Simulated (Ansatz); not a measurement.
# K+ with AlF₃: superposition error and deformation, part 2 of 2

Ansatz 0.2.0, Gaussian basis. The steps go on from the part before.

## (11) B3LYP-D4/def2-TZVPPD

free-b/in.yaml

```yaml
crystal:
  periodic: [false, false, false]
  atoms:
    - {symbol: F, position_ang: [0.104276, -1.602599, 1.465350]}
    - {symbol: Al, position_ang: [0.036739, -0.103123, 0.832478]}
    - {symbol: F, position_ang: [0.040635, 1.196428, 1.814652]}
    - {symbol: F, position_ang: [-0.034653, 0.096802, -0.782588]}
basis:
  gaussian: {orbitals: "def2-TZVPPD.json"}
hamiltonian: {xc: {name: B3LYP}, dispersion: d4}
```

Launch:

```sh
$ ansatz run in.yaml --threads 4 --pin off --events-out ev --progress --plain --max-ram 9574MiB
```

The log of the run:

```text
Functional definition: B3LYP
  name "B3LYP"
  cite "Stephens, Devlin, Chabalowski & Frisch, J. Phys. Chem. 98, 11623 (1994) doi:10.1021/j100096a001"
  cite "Becke, Phys. Rev. A 38, 3098 (1988) doi:10.1103/PhysRevA.38.3098"
  cite "Lee, Yang & Parr, Phys. Rev. B 37, 785 (1988) doi:10.1103/PhysRevB.37.785"
  cite "Vosko, Wilk & Nusair, Can. J. Phys. 58, 1200 (1980) doi:10.1139/p80-159"
  parameter a0 = 0.2
  parameter ax = 0.72
  parameter ac = 0.81
  exchange = (1 - a0 - ax)*slater_x + ax*b88_x + a0*exact_x
  correlation = (1 - ac)*vwn_rpa_c + ac*lyp_c
899 factors; their error is unknown
mean field evaluation 1: about -14752.1456 eV, gradient 6.7e1 eV
mean field evaluation 2: about -14737.6515 eV, gradient 1.2e2 eV
mean field evaluation 4: about -14758.3641 eV, gradient 7.1e-1 eV
mean field evaluation 8: about -14758.4026 eV, gradient 5.2e-2 eV
mean field -14758.40257176 eV, -542.3612909075 hartree, gradient 4.5e-5 eV, S^2 0.000000; 0 other end points of the search recorded, 0 dependent functions left out
reference -14758.40282780 eV, -542.3613003170 hartree; 20, 20 occupied and 148, 148 virtual orbitals, 899 factors
Total energy: -14758.49008790 eV, -542.3645070665 hartree
```

It took 1.3 s on 4 threads of Arm Neoverse V1, shared host.

## (12) wB97X-V/def2-TZVPPD

Changes to free-b/in.yaml since step 11:

```diff
@@ -9,2 +9,2 @@
   gaussian: {orbitals: "def2-TZVPPD.json"}
-hamiltonian: {xc: {name: B3LYP}, dispersion: d4}
+hamiltonian: {xc: {name: wB97X-V}}
```

Launch:

```sh
$ ansatz run in.yaml --threads 4 --pin off --events-out ev --progress --plain --max-ram 9574MiB
```

The log of the run, cut to the lines that bear on the results:

```text
[... 5 set-up lines as earlier in the session ...]
[...]
      + integral(e_c_pw_opposite_spin*poly(b97_u_opposite, cos0, cos1)) + vv10(b, c)
899 factors; their error is unknown
236 factors; integrals over basis functions are off by at most 2.6e-5 eV
[...]
mean field -14753.83827201 eV, -542.1935559855 hartree, gradient 1.3e-5 eV, S^2 0.000000; 0 other end points of the search recorded, 0 dependent functions left out
reference -14753.83826940 eV, -542.1935558896 hartree; 20, 20 occupied and 148, 148 virtual orbitals, 899 factors
Total energy: -14753.83826940 eV, -542.1935558896 hartree
```

Wall time 2.9 s (4 threads of Arm Neoverse V1, shared host).

## (13) wB97M-V/def2-TZVPPD

Changes to free-b/in.yaml since step 12:

```diff
@@ -9,2 +9,2 @@
   gaussian: {orbitals: "def2-TZVPPD.json"}
-hamiltonian: {xc: {name: wB97X-V}}
+hamiltonian: {xc: {name: wB97M-V}}
```

Launch:

```sh
$ ansatz run in.yaml --threads 4 --pin off --events-out ev --progress --plain --max-ram 9574MiB
```

The log of the run, cut to the lines that bear on the results:

```text
[... 5 set-up lines as earlier in the session ...]
  # Of w^i u^j: cxij and so on, Table III.
[...]
  gx(w, u) = 1 - cx + cx01*u + cx10*w
  gss(w, u) = css00 + css04*u^4 + css10*w + css20*w^2 + css43*w^4*u^3
  gos(w, u) = cos00 + cos10*w + (cos20 + cos21*u)*w^2 + (cos60 + cos61*u)*w^6
[...]
      + integral(e_c_pw_mod_opposite_spin*gos(b97_w_opposite, b97_u_opposite)) + vv10(b, c)
892 factors; their error is unknown
236 factors; integrals over basis functions are off by at most 2.6e-5 eV
[...]
mean field -14755.59218442 eV, -542.2580110778 hartree, gradient 1.3e-5 eV, S^2 0.000000; 0 other end points of the search recorded, 0 dependent functions left out
reference -14755.59224851 eV, -542.2580134332 hartree; 20, 20 occupied and 148, 148 virtual orbitals, 892 factors
Total energy: -14755.59224851 eV, -542.2580134332 hartree
```

Run time: 3.2 s. Hardware: 4 threads of Arm Neoverse V1, shared host.

## (14) B2PLYP/def2-TZVPPD

Changes to free-b/in.yaml since step 13:

```diff
@@ -9,2 +9,2 @@
   gaussian: {orbitals: "def2-TZVPPD.json"}
-hamiltonian: {xc: {name: wB97M-V}}
+hamiltonian: {xc: {name: B2PLYP}}
```

Launch:

```sh
$ ansatz run in.yaml --threads 4 --pin off --events-out ev --progress --plain --max-ram 9574MiB
```

The log of the run, cut to the lines that bear on the results:

```text
[... 5 set-up lines as earlier in the session ...]
[...]
1048 factors; integrals over basis functions are off by at most 1.0e-3 eV
[...]
mean field -14743.49054879 eV, -541.8132841710 hartree, gradient 2.9e-6 eV, S^2 0.000000; 0 other end points of the search recorded, 0 dependent functions left out
8 core orbitals not correlated: weight in the atoms' cores, before any rotation towards them, 1.000 or more for the frozen orbitals, at most 0.000 for the correlated occupied ones
reference -14743.49070615 eV, -541.8132899541 hartree; 12, 12 occupied and 148, 148 virtual orbitals, 1048 factors
second order -26.72922393 eV of doubles, -0.00000000 eV of singles
Total energy: -14750.70759661 eV, -542.0785057869 hartree
```

It took 1.9 s on 4 threads of Arm Neoverse V1, shared host.

## (15) BLYP-D4/def2-TZVPPD

Changes to free-b/in.yaml since step 14:

```diff
@@ -9,2 +9,2 @@
   gaussian: {orbitals: "def2-TZVPPD.json"}
-hamiltonian: {xc: {name: B2PLYP}}
+hamiltonian: {xc: {name: BLYP}, dispersion: d4}
```

Launch:

```sh
$ ansatz run in.yaml --threads 4 --pin off --events-out ev --progress --plain --max-ram 9574MiB
```

The log of the run, cut to the lines that bear on the results:

```text
Functional definition: BLYP
  name "BLYP"
[... 2 set-up lines as earlier in the session ...]
  parameter beta = 0.0042
  parameter a = 0.04918
  parameter b = 0.132
  parameter c = 0.2533
  parameter d = 0.349
  exchange = b88_x(beta = beta)
  correlation = lyp_c(a = a, b = b, c = c, d = d)
892 factors; their error is unknown
mean field evaluation 1: about -14749.8571 eV, gradient 7.5e1 eV
mean field evaluation 2: about -14711.2548 eV, gradient 1.8e2 eV
mean field evaluation 4: about -14757.5042 eV, gradient 1.9e0 eV
mean field evaluation 8: about -14757.5099 eV, gradient 8.3e-3 eV
mean field -14757.50991828 eV, -542.3284864973 hartree, gradient 1.4e-5 eV, S^2 0.000000; 0 other end points of the search recorded, 0 dependent functions left out
reference -14757.51025769 eV, -542.3284989705 hartree; 20, 20 occupied and 148, 148 virtual orbitals, 892 factors
Total energy: -14757.62980686 eV, -542.3328923212 hartree
```

It took 1 s on 4 threads of Arm Neoverse V1, shared host.

## (16) revPBE-D4/def2-TZVPPD

Changes to free-b/in.yaml since step 15:

```diff
@@ -9,2 +9,2 @@
   gaussian: {orbitals: "def2-TZVPPD.json"}
-hamiltonian: {xc: {name: BLYP}, dispersion: d4}
+hamiltonian: {xc: {name: revPBE}, dispersion: d4}
```

Launch:

```sh
$ ansatz run in.yaml --threads 4 --pin off --events-out ev --progress --plain --max-ram 9574MiB
```

The log of the run, cut to the lines that bear on the results:

```text
Functional definition: revPBE
  name "revPBE"
  cite "Zhang & Yang, Phys. Rev. Lett. 80, 890 (1998) doi:10.1103/PhysRevLett.80.890"
[... 1 set-up line as earlier in the session ...]
  parameter kappa = 1.245
[... 3 set-up lines as earlier in the session ...]
892 factors; their error is unknown
mean field evaluation 1: about -14746.4302 eV, gradient 7.1e1 eV
mean field evaluation 2: about -14716.5065 eV, gradient 1.6e2 eV
mean field evaluation 4: about -14753.2673 eV, gradient 1.6e0 eV
mean field evaluation 8: about -14753.2693 eV, gradient 1.4e-2 eV
mean field -14753.26929715 eV, -542.1726465453 hartree, gradient 5.7e-5 eV, S^2 0.000000; 0 other end points of the search recorded, 0 dependent functions left out
reference -14753.26936317 eV, -542.1726489712 hartree; 20, 20 occupied and 148, 148 virtual orbitals, 892 factors
Total energy: -14753.42988325 eV, -542.1785479754 hartree
```

Wall time 0.85 s (4 threads of Arm Neoverse V1, shared host).

## (17) B97M-V/def2-TZVPPD

Changes to free-b/in.yaml since step 16:

```diff
@@ -9,2 +9,2 @@
   gaussian: {orbitals: "def2-TZVPPD.json"}
-hamiltonian: {xc: {name: revPBE}, dispersion: d4}
+hamiltonian: {xc: {name: B97M-V}}
```

Launch:

```sh
$ ansatz run in.yaml --threads 4 --pin off --events-out ev --progress --plain --max-ram 9574MiB
```

The log of the run, cut to the lines that bear on the results:

```text
[... 5 set-up lines as earlier in the session ...]
  # Of w^i u^j: cxij and so on, Table III.
[...]
  gx(w, u) = cx00 + cx01*u + cx02*u^2 + (cx10 + cx11*u)*w
  gss(w, u) = css00 + css02*u^2 + css10*w + (css32*w^3 + css42*w^4)*u^2
  gos(w, u) = cos00 + cos01*u + cos03*u^3 + cos10*w + cos32*w^3*u^2
[...]
      + integral(e_c_pw_mod_opposite_spin*gos(b97_w_opposite, b97_u_opposite)) + vv10(b, c)
892 factors; their error is unknown
[...]
mean field -14753.15587910 eV, -542.1684785089 hartree, gradient 1.1e-5 eV, S^2 0.000000; 0 other end points of the search recorded, 0 dependent functions left out
reference -14753.15595559 eV, -542.1684813196 hartree; 20, 20 occupied and 148, 148 virtual orbitals, 892 factors
Total energy: -14753.15595559 eV, -542.1684813196 hartree
```

It took 2.7 s on 4 threads of Arm Neoverse V1, shared host.

## (18) HSE06-D4/def2-TZVPPD

Changes to free-b/in.yaml since step 17:

```diff
@@ -9,2 +9,2 @@
   gaussian: {orbitals: "def2-TZVPPD.json"}
-hamiltonian: {xc: {name: B97M-V}}
+hamiltonian: {xc: hse06, dispersion: d4}
```

Launch:

```sh
$ ansatz run in.yaml --threads 4 --pin off --events-out ev --progress --plain --max-ram 9574MiB
```

The log of the run, cut to the lines that bear on the results:

```text
Functional definition: HSE06
  name "HSE06"
  cite "Heyd, Scuseria & Ernzerhof, J. Chem. Phys. 118, 8207 (2003) doi:10.1063/1.1564060"
  cite "Krukau, Vydrov, Izmaylov & Scuseria, J. Chem. Phys. 125, 224106 (2006) doi:10.1063/1.2404663"
  cite "Heyd & Scuseria, J. Chem. Phys. 120, 7274 (2004) doi:10.1063/1.1668634"
  cite "Ernzerhof & Perdew, J. Chem. Phys. 109, 3313 (1998) doi:10.1063/1.476928"
[... 2 set-up lines as earlier in the session ...]
[...]
  # The whole range is PBE's own exchange, as in plane waves. The composition of these papers is wPBEh.
[...]
902 factors; their error is unknown
66 factors; integrals over basis functions are off by at most 8.7e-6 eV
[...]
mean field -14746.31382735 eV, -541.9170377447 hartree, gradient 6.1e-5 eV, S^2 0.000000; 0 other end points of the search recorded, 0 dependent functions left out
reference -14746.31388087 eV, -541.9170397114 hartree; 20, 20 occupied and 148, 148 virtual orbitals, 902 factors
Total energy: -14746.35514018 eV, -541.9185559631 hartree
```

It took 1.3 s on 4 threads of Arm Neoverse V1, shared host.

## (19) CCSD(T)/def2-TZVPPD

Changes to free-b/in.yaml since step 18:

```diff
@@ -9,2 +9,2 @@
   gaussian: {orbitals: "def2-TZVPPD.json"}
-hamiltonian: {xc: hse06, dispersion: d4}
+correlation: {method: ccsd_t}
```

Launch:

```sh
$ ansatz run in.yaml --threads 4 --pin off --events-out ev --progress --plain --max-ram 9574MiB
```

The log of the run, cut to the lines that bear on the results:

```text
[... 4 set-up lines as earlier in the session ...]
[...]
1048 factors; integrals over basis functions are off by at most 1.0e-3 eV
[...]
mean field -14711.02406013 eV, -540.6201627194 hartree, gradient 3.3e-6 eV, S^2 0.000000; 0 other end points of the search recorded, 0 dependent functions left out
8 core orbitals not correlated: weight in the atoms' cores, before any rotation towards them, 1.000 or more for the frozen orbitals, at most 0.000 for the correlated occupied ones
reference -14711.02406013 eV, -540.6201627194 hartree; 12, 12 occupied and 148, 148 virtual orbitals, 1048 factors
second order -22.58580630 eV of doubles, -0.00000000 eV of singles
cycle   1  -22.02814383 eV  change    5.6e-1 eV  update   9.9e-2
[...]
cycle   9  -22.52249056 eV  change    1.7e-6 eV  update   6.7e-6
perturbative correction -0.63526251 eV, -0.0233454666 hartree
Total energy: -14734.18181319 eV, -541.4711944478 hartree
```

Wall time 8 s (4 threads of Arm Neoverse V1, shared host); peak memory 1 GiB.

## (20) The split

```tsv
method	interaction with counterpoise (meV)	without	superposition error	deformation	binding energy
PBE-D4	-540	-552	12	55	-485
revPBE-D4	-505	-516	11	53	-452
BLYP-D4	-542	-556	14	54	-488
r2SCAN-D4	-543	-552	9	64	-479
B97M-V	-549	-557	7	67	-482
PBE0-D4	-552	-562	9	65	-487
B3LYP-D4	-564	-575	11	63	-501
HSE06-D4	-553	-562	9	65	-488
wB97X-V	-545	-555	10	63	-482
wB97M-V	-545	-553	8	62	-482
B2PLYP	-534	-553	19	63	-471
Hartree-Fock	-526	-532	5	79	-447
MP2	-530	-572	42	62	-468
CCSD	-534	-578	44	67	-467
CCSD(T)	-532	-578	46	64	-468
```

## (21) Outcome

The summary covers parts 1 to 2.

| quantity | value |
| --- | --- |
| interaction, CCSD(T) | -532 meV |
| superposition error | 46 meV |
| deformation | 64 meV |
| binding energy | -468 meV |

What this shows: In this basis the superposition error is 46 meV for CCSD(T) and 10 meV on average for the plain functionals: correlated methods borrow far more, since they need many more functions to converge. Deformation takes back 12 % of the interaction.
